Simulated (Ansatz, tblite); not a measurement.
# In6Sb6 wurtzite hole sphere (In6Sb6H18): a ladder of methods and basis sets

How do method and basis change the picture of In6Sb6 wurtzite hole sphere (In6Sb6H18) (singlet)?

Method: as each input shows; program: Ansatz 0.2.0, Gaussian basis.

Plan: GFN1-xTB, GFN2-xTB, PBE-D4/def2-TZVP, r2SCAN-D4/def2-TZVP, r2SCANh-D4/def2-TZVP, B3LYP-D4/def2-TZVP, revPBE-D4/def2-TZVP, PBE-D4/def2-SVP, PBE0-D4/def2-SVP, MP2/def2-SVP, RPA/def2-SVP.

1 further run of the same task is left out (set aside as unsound or not needed).

**1. The structure**

The geometry is that of the singlet, from an earlier relaxation (PBE-D4/def2-SVP).

30 atoms, charge 0, spin multiplicity 1.

Bond lengths: Sb1–In2 2.913 Å, Sb1–In7 2.913 Å, Sb1–H13 1.716 Å, Sb1–H14 1.725 Å, In2–Sb4 2.812 Å, In2–Sb5 2.913 Å, In2–H15 1.740 Å, In3–Sb4 2.903 Å, In3–Sb8 2.903 Å, In3–H16 1.750 Å, In3–H17 1.736 Å, Sb4–In6 2.903 Å, Sb4–H18 1.724 Å, Sb5–In10 2.913 Å, Sb5–H19 1.725 Å, Sb5–H20 1.716 Å, In6–Sb12 2.903 Å, In6–H21 1.751 Å and more. Angles: In2–Sb1–In7 125.2°, In2–Sb1–H13 109.3°, In2–Sb1–H14 106.8°, In7–Sb1–H13 109.3°, In7–Sb1–H14 106.8°, H13–Sb1–H14 95.4°, Sb1–In2–Sb4 102.6°, Sb1–In2–Sb5 92.4°, Sb1–In2–H15 111.5°, Sb4–In2–Sb5 102.6°, Sb4–In2–H15 129.6°, Sb5–In2–H15 111.5°, Sb4–In3–Sb8 96.2°, Sb4–In3–H16 104.1°, Sb4–In3–H17 109.4°, Sb8–In3–H16 104.1°, Sb8–In3–H17 109.5°, H16–In3–H17 128.6° and more.

In, Sb take a core potential in the def2 sets. No spin-orbit coupling is included.

PBE0-D4/def2-TZVP was run before; its log isn't repeated, and its numbers join the tables.

**2. GFN1-xTB**

Tight binding, by tblite at 300 K electronic temperature and without a spin-polarisation term:

```python
tblite.interface.Calculator('GFN1-xTB', numbers, positions, charge=0, uhf=0).singlepoint()
```

Energy -928.8721 eV, HOMO -9.44 eV, LUMO -7.08 eV; 0.1 s.

**3. GFN2-xTB**

Tight binding, by tblite at 300 K electronic temperature and without a spin-polarisation term:

```python
tblite.interface.Calculator('GFN2-xTB', numbers, positions, charge=0, uhf=0).singlepoint()
```

Energy -809.0483 eV, HOMO -10.18 eV, LUMO -7.78 eV; 0.12 s.

**4. PBE-D4/def2-TZVP**

start.molden holds the orbitals of an earlier run on this state, given as this run's starting guess.

Input file in.yaml:

```yaml
crystal:
  periodic: [false, false, false]
  atoms:
    - {symbol: Sb, position_ang: [-0.004600, -2.430715, -2.076873]}
    - {symbol: In, position_ang: [-2.588771, -1.493293, -1.112727]}
    - {symbol: In, position_ang: [0.003284, -3.077764, 2.295201]}
    - {symbol: Sb, position_ang: [-2.159137, -1.248842, 1.655762]}
    - {symbol: Sb, position_ang: [-2.105008, 1.213651, -2.074150]}
    - {symbol: In, position_ang: [-2.663801, 1.539085, 2.288576]}
    - {symbol: In, position_ang: [2.582761, -1.493222, -1.122214]}
    - {symbol: Sb, position_ang: [2.163364, -1.249107, 1.648005]}
    - {symbol: Sb, position_ang: [2.099075, 1.214528, -2.080434]}
    - {symbol: In, position_ang: [-0.001956, 2.987102, -1.115453]}
    - {symbol: In, position_ang: [2.669753, 1.537401, 2.285691]}
    - {symbol: Sb, position_ang: [0.002858, 2.495458, 1.653448]}
    - {symbol: H, position_ang: [-0.004520, -4.146328, -2.120799]}
    - {symbol: H, position_ang: [-0.008069, -2.225633, -3.789364]}
    - {symbol: H, position_ang: [-3.901666, -2.248578, -1.969246]}
    - {symbol: H, position_ang: [0.000592, -4.221872, 0.970559]}
    - {symbol: H, position_ang: [0.005759, -3.395848, 4.002109]}
    - {symbol: H, position_ang: [-3.581540, -2.069431, 2.180118]}
    - {symbol: H, position_ang: [-1.912078, 1.101491, -3.784332]}
    - {symbol: H, position_ang: [-3.590188, 2.070649, -2.138219]}
    - {symbol: H, position_ang: [-3.645781, 2.105950, 0.954356]}
    - {symbol: H, position_ang: [-2.951760, 1.706992, 3.992590]}
    - {symbol: H, position_ang: [3.892344, -2.249657, -1.982729]}
    - {symbol: H, position_ang: [3.587389, -2.070427, 2.166656]}
    - {symbol: H, position_ang: [1.909822, 1.108043, -3.791424]}
    - {symbol: H, position_ang: [3.584953, 2.071183, -2.137353]}
    - {symbol: H, position_ang: [-0.003793, 4.500569, -1.974129]}
    - {symbol: H, position_ang: [2.955217, 1.700879, 3.990720]}
    - {symbol: H, position_ang: [3.652641, 2.107928, 0.954080]}
    - {symbol: H, position_ang: [0.003457, 4.137906, 2.176674]}
basis:
  gaussian: {orbitals: def2-TZVP, fitting: {mean_field: def2-universal-jkfit}, initial_orbitals: start.molden}
hamiltonian: {xc: pbe, dispersion: d4}
scf: {omitted_lower_state_checks: [starts]}
output: {forces: true, orbitals: {seedname: orbitals}}
```

On the command line:

```sh
$ ansatz run in.yaml --threads 2 --pin off --events-out ev --progress --plain --max-ram 32768MiB --backend cuda --devices 0, --max-vram 18GiB
```

After this run come: r2SCAN-D4/def2-TZVP; r2SCANh-D4/def2-TZVP; B3LYP-D4/def2-TZVP; revPBE-D4/def2-TZVP; PBE-D4/def2-SVP; PBE0-D4/def2-SVP; MP2/def2-SVP; RPA/def2-SVP.

Q: Predict the results of all the runs planned. Wanted: gap in def2-TZVP, named functionals, smallest and largest; correlation energy, MP2/def2-SVP; binding an atom, functionals in def2-TZVP; PBE0 total energy, smallest basis above largest.

**Answer**, as computed:

| quantity | value |
| --- | --- |
| gap in def2-TZVP, named functionals, smallest and largest | 3.15 eV (PBE-D4), 4.71 eV (PBE0-D4) |
| correlation energy, MP2/def2-SVP | -36.35 eV |
| binding an atom, functionals in def2-TZVP | 2.10 (revPBE-D4) to 2.18 eV (B3LYP-D4) |
| PBE0 total energy, smallest basis above largest | 2.49 eV (def2-SVP, def2-TZVP) |

What this shows: Orbital gaps of the named functionals in def2-TZVP span 3.15 eV (PBE-D4) to 4.71 eV (PBE0-D4); exact exchange widens it.
